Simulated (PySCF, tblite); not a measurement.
**C₆H₄ClF₃: geometry, infrared bands and NMR shifts**

What infrared bands and NMR shifts should C₆H₄ClF₃ (`FC(F)=C(F)C#CCCCl`) show?

The runs use tblite 0.8.0 and PySCF 2.14.0, with density-fitted response routines of our own; the level of theory stands in each step. All values are computed, except where a source is named. Atoms count from 0, in the outputs and in this text.

### Step 1. Starting geometry

14 atoms, charge 0, multiplicity 1; geometry from: force field or distance geometry start.

Bonds of the start (Å): F0–C1 1.38, C1–F2 1.36, C1–C3 1.33, C3–F4 1.34, C3–C5 1.44, C5–C6 1.22, C6–C7 1.47, C7–C8 1.51, C8–Cl9 1.77, C7–H10 1.12, C7–H11 1.11, C8–H12 1.10, C8–H13 1.13.

### Step 2. Geometry optimisation with GFN2-xTB

Job settings and geometry (Å):

```
{"job": {"kind": "relax", "xc": "GFN2-xTB", "basis": "xTB"}, "charge": 0, "multiplicity": 1}
F     -2.704600    -1.507900    -0.859500
C     -3.221800    -0.518900    -0.052700
F     -4.562100    -0.353500     0.068300
C     -2.361900     0.244100     0.615700
F     -2.695100     1.224500     1.459100
C     -0.959400    -0.033200     0.434400
C      0.235100    -0.252500     0.294000
C      1.674300    -0.504200     0.145900
C      2.393100     0.761100     0.541800
Cl     4.131400     0.477600     0.362700
H      2.007400    -1.346400     0.813100
H      1.892100    -0.793900    -0.898300
H      2.091800     1.073800     1.557300
H      2.079000     1.528900    -0.224000
```

Started as:

```sh
$ OMP_NUM_THREADS=1 python probes_run.py task.json out
```

One launch serves the whole session: the jobs run in the order shown.

**Question.** This job is followed by: GFN2-xTB harmonic vibrations, gas phase; GIAO PBE0/pcSseg-1 NMR shielding, non-relativistic, gas phase. Predict these results of the whole session: strongest single infrared mode (GFN2-xTB); zero-point energy (GFN2-xTB); 13C shifts against TMS (PBE0/pcSseg-1); 1H shifts against TMS (PBE0/pcSseg-1, means over atoms taken as alike); 19F shifts against CFCl3 (PBE0/pcSseg-1); 35Cl shifts against HCl (PBE0/pcSseg-1).

**Answer**, as computed:

| quantity | value |
| --- | --- |
| strongest single infrared mode (GFN2-xTB) | 1213 cm⁻¹, 192 km/mol |
| zero-point energy (GFN2-xTB) | 52.1 kcal/mol |
| 13C shifts against TMS (PBE0/pcSseg-1) | 174.9, 124.3, 111.6, 74.2, 47.7, 26.8 ppm |
| 1H shifts against TMS (PBE0/pcSseg-1, means over atoms taken as alike) | 3.74, 2.96 ppm |
| 19F shifts against CFCl3 (PBE0/pcSseg-1) | -86.4, -112.0, -190.3 ppm |
| 35Cl shifts against HCl (PBE0/pcSseg-1) | 106 ppm |

Over 46 steps the energy fell by 0.393 eV; of the close pairs, F0–C1 changed most, 1.377 to 1.326 Å. The lowest mode is slightly imaginary (6i cm⁻¹), a soft motion within the noise of the Hessian, so the minimum is not strictly shown. Unscaled tight-binding wavenumbers are off by several per cent, some by more. Its intensities can rank the bands wrongly. H12, H13 (mean) (hydrogen on an sp3 CH2 bonded to Cl) lies farthest downfield among hydrogen, at 3.74 ppm; its carbon carries Cl, which withdraws density. At PBE0/pcSseg-1: The widest tensor belongs to Cl9: span 419 ppm, with a paramagnetic part of -300 ppm.
